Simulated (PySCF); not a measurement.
# C9H14O4: magnetic properties

Wanted: magnetic properties for C9H14O4 (`C[C@H](OC=O)C(=O)OC1CCCC1`).

Programs: PySCF 2.14.0, with routines of our own; each step states its level. All values are computed. Atoms count from 0.

## (1) The starting structure

27 atoms, charge 0, multiplicity 1; geometry from: GFN2-xTB.

## (2) Magnetic properties: GIAO CAM-B3LYP/pcSseg-1

What the job is given:

```
{"job": {"kind": "mag", "xc": "CAM-B3LYP", "basis": "pcSseg-1", "isotopologues": 0}, "charge": 0, "multiplicity": 1}
C      2.987078     0.039157     1.833607
C      2.400097    -0.339438     0.482222
O      3.423844    -0.171701    -0.506649
C      3.030629    -0.253410    -1.761393
O      1.919959    -0.483546    -2.143518
C      1.215829     0.578839     0.139872
O      1.349404     1.714067    -0.229079
O      0.070542    -0.038592     0.365312
C     -1.137151     0.669218     0.027866
C     -1.481471     0.451223    -1.452759
C     -2.483580    -0.700057    -1.442570
C     -3.321230    -0.410576    -0.200216
C     -2.289545     0.050064     0.833820
H      3.872140    -0.559702     2.029766
H      2.252807    -0.134661     2.614793
H      3.265300     1.089832     1.825077
H      2.052484    -1.379392     0.467477
H      3.896909    -0.088376    -2.422068
H     -0.970959     1.727412     0.252003
H     -1.942416     1.353805    -1.853698
H     -0.584678     0.230232    -2.029246
H     -3.079102    -0.740527    -2.352708
H     -1.957144    -1.647887    -1.326670
H     -4.024170     0.396781    -0.411683
H     -3.884965    -1.277063     0.141191
H     -1.892339    -0.803810     1.383111
H     -2.708170     0.754531     1.550522
```

With the program's defaults for keys left out, this is: GIAO CAM-B3LYP/pcSseg-1 magnetisability, rotational g tensor and spin-rotation constants, non-relativistic, gas phase.

The run is started by

```sh
$ OMP_NUM_THREADS=1 python excited_run.py task.json out
```

One launch serves the whole session: the jobs run in the order shown.

Standard output:

```text
coarse grid: 22800 points
cycle   1  E = -651.4735920010  dE =  2.653e+00  |g| = 1.325e+00  |ddm| = 4.583e+00
cycle   2  E = -651.1241758871  dE =  3.494e-01  |g| = 1.980e+00  |ddm| = 1.960e+00
cycle   3  E = -651.7933619050  dE = -6.692e-01  |g| = 2.319e-01  |ddm| = 1.274e+00
cycle   4  E = -651.8011188155  dE = -7.757e-03  |g| = 1.080e-01  |ddm| = 1.850e-01
cycle   5  E = -651.8030127382  dE = -1.894e-03  |g| = 1.646e-02  |ddm| = 6.236e-02
cycle   6  E = -651.8030672701  dE = -5.453e-05  |g| = 5.924e-03  |ddm| = 1.566e-02
cycle   7  E = -651.8030755642  dE = -8.294e-06  |g| = 1.352e-03  |ddm| = 5.363e-03
final grid: 220912 points
cycle   8  E = -651.9532448573  dE = -6.305e-05  |g| = 6.186e-03  |ddm| = 2.298e-02
cycle   9  E = -651.9532434374  dE =  1.420e-06  |g| = 7.029e-03  |ddm| = 8.830e-03
cycle  10  E = -651.9532530217  dE = -9.584e-06  |g| = 8.127e-04  |ddm| = 4.507e-03
cycle  11  E = -651.9532531157  dE = -9.401e-08  |g| = 3.860e-04  |ddm| = 6.644e-04
cycle  12  E = -651.9532531407  dE = -2.497e-08  |g| = 1.304e-04  |ddm| = 3.068e-04
cycle  13  E = -651.9532531438  dE = -3.101e-09  |g| = 3.002e-05  |ddm| = 8.968e-05
cycle  14  E = -651.9532531440  dE = -1.864e-10  |g| = 8.273e-06  |ddm| = 3.056e-05
converged SCF energy = -651.9532531440

Magnetisability tensor (1e-30 J/T^2)
    -1834.71       60.01       -7.50
       60.01    -1887.25      -55.91
       -7.50      -55.91    -1938.61
isotropic -1886.86   principal values   -1980.02  -1894.80  -1785.75
isotropic susceptibility -113.629 1e-6 cm^3/mol

Inertial axes            a          b          c
rot. const./GHz      1.5442     0.4852     0.4188
chi total          -110.386   -117.816   -112.686
chi diamagnetic    -949.623  -2628.727  -3026.069
chi paramagnetic    839.237   2510.911   2913.384
quadrupole/D A        9.276     -1.674     -7.602
g nuclear            0.5876     0.5689     0.5699
g electronic        -0.6088    -0.5724    -0.5732
g total             -0.0212    -0.0035    -0.0033

Spin-rotation constants (kHz, H = +C I.J)
atom  isotope        aa         bb         cc
 13     1H       -0.032     -0.051     -0.030
 14     1H       -0.093     -0.017     -0.046
 15     1H       -0.154     -0.048      0.002
 16     1H       -0.149     -0.049      0.021
 17     1H        0.009     -0.010     -0.032
 18     1H       -0.127     -0.040      0.018
 19     1H       -0.131     -0.051     -0.001
 20     1H       -0.016     -0.023     -0.048
 21     1H       -0.094     -0.008     -0.046
 22     1H       -0.124     -0.052     -0.001
 23     1H       -0.077     -0.057     -0.012
 24     1H       -0.104     -0.052     -0.004
 25     1H       -0.141     -0.045     -0.002
 26     1H       -0.137     -0.009     -0.031
  0    13C*       0.227      0.064      0.065
  1    13C*       0.333      0.121      0.099
  2    17O*      -0.570     -0.087     -0.073
  3    13C*       0.516      0.247      0.114
  4    17O*      -0.892     -0.281     -0.044
  5    13C*       0.872      0.132      0.143
  6    17O*      -0.815     -0.030     -0.243
  7    17O*      -0.347     -0.081     -0.146
  8    13C*       0.333      0.108      0.115
  9    13C*       0.269      0.076      0.082
 10    13C*       0.253      0.070      0.073
 11    13C*       0.243      0.071      0.078
 12    13C*       0.240      0.084      0.078
* in the singly substituted isotopologue
```

Run time: 3.5 min. Hardware: 1 thread of Arm Neoverse V1, shared host; peak memory 1.9 GiB.

Key values:

```csv
quantity,value
magnetisability,-1887·10⁻³⁰ J/T²
molar susceptibility,-113.6·10⁻⁶ cm³/mol
"rotational g (a, b, c)","-0.0212, -0.0035, -0.0033"
```

## (3) Magnetic properties: GIAO LC-wPBE/6-31G, grid 3

The job, as its differences from that of step 2:

```diff
@@ -1,2 +1,2 @@
-{"job": {"kind": "mag", "xc": "CAM-B3LYP", "basis": "pcSseg-1", "isotopologues": 0}, "charge": 0, "multiplicity": 1}
+{"job": {"kind": "mag", "xc": "LC-wPBE", "basis": "6-31G", "grid": 3}, "charge": 0, "multiplicity": 1}
 C      2.987078     0.039157     1.833607
```

Level: GIAO LC-wPBE/6-31G magnetisability, rotational g tensor and spin-rotation constants, non-relativistic, gas phase.

Standard output:

```text
coarse grid: 22800 points
cycle   1  E = -651.4437843597  dE =  3.305e+00  |g| = 1.309e+00  |ddm| = 4.920e+00
cycle   2  E = -651.2983419048  dE =  1.454e-01  |g| = 1.710e+00  |ddm| = 2.567e+00
cycle   3  E = -651.8242726627  dE = -5.259e-01  |g| = 1.834e-01  |ddm| = 1.472e+00
cycle   4  E = -651.8294766012  dE = -5.204e-03  |g| = 9.266e-02  |ddm| = 1.952e-01
cycle   5  E = -651.8311233948  dE = -1.647e-03  |g| = 1.019e-02  |ddm| = 8.333e-02
cycle   6  E = -651.8311613204  dE = -3.793e-05  |g| = 4.530e-03  |ddm| = 2.130e-02
cycle   7  E = -651.8311684664  dE = -7.146e-06  |g| = 1.122e-03  |ddm| = 8.613e-03
final grid: 320704 points
cycle   8  E = -651.6794849055  dE = -6.159e-05  |g| = 6.116e-03  |ddm| = 2.630e-02
cycle   9  E = -651.6794886482  dE = -3.743e-06  |g| = 5.380e-03  |ddm| = 1.004e-02
cycle  10  E = -651.6794945647  dE = -5.917e-06  |g| = 7.061e-04  |ddm| = 4.370e-03
cycle  11  E = -651.6794946760  dE = -1.113e-07  |g| = 3.028e-04  |ddm| = 8.951e-04
cycle  12  E = -651.6794947031  dE = -2.711e-08  |g| = 1.045e-04  |ddm| = 5.383e-04
cycle  13  E = -651.6794947055  dE = -2.413e-09  |g| = 3.915e-05  |ddm| = 1.231e-04
cycle  14  E = -651.6794947061  dE = -5.468e-10  |g| = 1.226e-05  |ddm| = 7.893e-05
converged SCF energy = -651.6794947061

Magnetisability tensor (1e-30 J/T^2)
    -1853.69       64.82       -4.79
       64.82    -1918.76      -65.23
       -4.79      -65.23    -1983.39
isotropic -1918.61   principal values   -2029.75  -1921.53  -1804.56
isotropic susceptibility -115.542 1e-6 cm^3/mol

Inertial axes            a          b          c
rot. const./GHz      1.5442     0.4852     0.4188
chi total          -111.510   -120.694   -114.421
chi diamagnetic    -946.329  -2626.636  -3023.251
chi paramagnetic    834.819   2505.942   2908.830
quadrupole/D A        8.325     -0.581     -7.745
g nuclear            0.5876     0.5689     0.5699
g electronic        -0.6056    -0.5713    -0.5723
g total             -0.0180    -0.0024    -0.0024

Spin-rotation constants (kHz, H = +C I.J)
atom  isotope        aa         bb         cc
 13     1H       -0.043     -0.054     -0.032
 14     1H       -0.105     -0.021     -0.048
 15     1H       -0.162     -0.051     -0.001
 16     1H       -0.157     -0.052      0.018
 17     1H        0.010     -0.012     -0.036
 18     1H       -0.138     -0.043      0.013
 19     1H       -0.139     -0.053     -0.003
 20     1H       -0.028     -0.028     -0.049
 21     1H       -0.105     -0.013     -0.047
 22     1H       -0.128     -0.054     -0.003
 23     1H       -0.087     -0.059     -0.013
 24     1H       -0.117     -0.055     -0.007
 25     1H       -0.149     -0.048     -0.004
 26     1H       -0.149     -0.014     -0.033
  0    13C*       0.173      0.049      0.052
  1    13C*       0.272      0.102      0.083
  2    17O*      -0.535     -0.078     -0.061
  3    13C*       0.456      0.224      0.092
  4    17O*      -0.907     -0.268     -0.032
  5    13C*       0.786      0.108      0.127
  6    17O*      -0.776     -0.019     -0.249
  7    17O*      -0.318     -0.068     -0.136
  8    13C*       0.274      0.089      0.099
  9    13C*       0.216      0.058      0.067
 10    13C*       0.197      0.053      0.059
 11    13C*       0.188      0.053      0.063
 12    13C*       0.186      0.065      0.064
* in the singly substituted isotopologue
```

Wall time 1.8 min (1 thread of Arm Neoverse V1, shared host); peak memory 0.91 GiB.

From this job:

```csv
quantity,value
magnetisability,-1919·10⁻³⁰ J/T²
molar susceptibility,-115.5·10⁻⁶ cm³/mol
"rotational g (a, b, c)","-0.0180, -0.0024, -0.0024"
```

## (4) Magnetic properties side by side

```csv
level,ξ (10⁻³⁰ J/T²),g(a),g(b),gap (eV),functions,time
GIAO CAM-B3LYP/pcSseg-1,-1887,-0.0212,-0.0035,10.60,291,3.5 min
"GIAO LC-wPBE/6-31G, grid 3",-1919,-0.0180,-0.0024,13.03,145,1.8 min
```

## (5) Results

| quantity | value |
| --- | --- |
| magnetisability (step 2, GIAO CAM-B3LYP/pcSseg-1) | -1887·10⁻³⁰ J/T² |
| molar susceptibility (step 2, GIAO CAM-B3LYP/pcSseg-1) | -113.6·10⁻⁶ cm³/mol |
| rotational g (a, b, c) (step 2, GIAO CAM-B3LYP/pcSseg-1) | -0.0212, -0.0035, -0.0033 |
| magnetisability over the levels | -1919 to -1887·10⁻³⁰ J/T² |

What this shows: The magnetisability spreads by 1.7 % over 2 levels, from GIAO LC-wPBE/6-31G, grid 3 (1.8 min) to GIAO CAM-B3LYP/pcSseg-1 (3.5 min); the runs took 1.8 min to 3.5 min. Two levels can agree by chance, so this spread shows no convergence. Vibrational averaging and real surroundings are missing from these values.
